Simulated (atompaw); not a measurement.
# Ga: generating and testing a PAW (atompaw) potential

Do these settings give a usable potential? It is generated, then checked for scattering, ghosts and hardness.

Program: atompaw 4.2.0.5. Reference atom: PBEsol, scalar-relativistic, spherical and spin-unpolarised. All values are calculated.

## Step 1: Settings

The settings as typed:

```json
{"element": "gallium (Ga, Z = 31)", "type": "PAW", "frozen core": "[Ar] 3d10", "valence charge": "3", "reference configuration": "4s1.5 4p1.5", "partial waves": "4s (bound): rc 1.85 bohr; 4s channel at 4.1 Ry: rc 1.85 bohr; 4p (bound): rc 1.85 bohr; 4p channel at 1.05 Ry: rc 1.85 bohr; 4d channel at -0.15 Ry: rc 1.85 bohr", "local potential": "bessel scheme, radius 1.40 bohr", "core correction": "smooth core density matched at 1.50 bohr", "augmentation charge": "sinc compensation charge, radius 1.65 bohr; PAW radius 1.85 bohr; waves and projectors: custom rrkj gramschmidtortho"}
```

The nodes and maxima of the atom's own shells, from an earlier all-electron run, set the scale for the radii.

All-electron outer shells of the reference configuration (PBEsol, scalar-relativistic, ld1.x):

```json
{"shell": "3p", "level (eV)": "-99.68", "outermost node (bohr)": "0.24", "outermost maximum (bohr)": "0.56"}
{"shell": "3d", "level (eV)": "-20.13", "outermost node (bohr)": "–", "outermost maximum (bohr)": "0.53"}
{"shell": "4s", "level (eV)": "-9.53", "outermost node (bohr)": "0.81", "outermost maximum (bohr)": "1.87"}
{"shell": "4p", "level (eV)": "-2.98", "outermost node (bohr)": "0.87", "outermost maximum (bohr)": "2.50"}
```

## Step 2: The generation run

Ga.input reads:

```
Ga 31
GGA-PBESOL scalarrelativistic loggrid 1500 logderivrange -3 5 201
4 4 3 0 0 0
4 0 1.5
4 1 1.5
0 0 0
c
c
c
v
c
c
v
c
2
1.85 1.65 1.40 1.50
y
4.1
n
y
1.05
n
y
-0.15
n
custom rrkj gramschmidtortho sinc
bessel
1.85
1.85
1.85
1.85
1.85
PWSCFOUT
UPFDX 0.0125d0 UPFXMIN -7.d0 UPFZMESH 31.d0
END
```

The run is started by

```sh
$ atompaw < Ga.input > Ga.log
```

What does the calculation give? Wanted: cutoffs for 10 and 1 mRy, occupied levels; bound ghosts; largest phase difference near zero energy, channels read; lowest eigenvalue of the overlap; share of valence orbitals outside the PAW sphere; UPF file.

The runs gave:

```
                                                quantity             value
               cutoffs for 10 and 1 mRy, occupied levels    8 Ry and 12 Ry
                                            bound ghosts    d at -12.31 eV
largest phase difference near zero energy, channels read         0.304 rad
         lowest eigenvalue of the overlap (Bessel basis)         0.097 (d)
        share of valence orbitals outside the PAW sphere  4s 66 %, 4p 87 %
                                                UPF file           written
```

What this shows: A bound ghost (d) makes it unfit for use: electrons can fall into a state that the atom doesn't have. The potential is soft on the atom: the looser tolerance needs 8 Ry. The slowest occupied level is 4s: taken alone it needs 10 Ry to come within 1 mRy, against 6 Ry or less for 4p. Of the channels read, d scatters worst near zero energy, by up to 0.30 rad (at the energies tabulated). All of this concerns the isolated atom, not yet a solid.
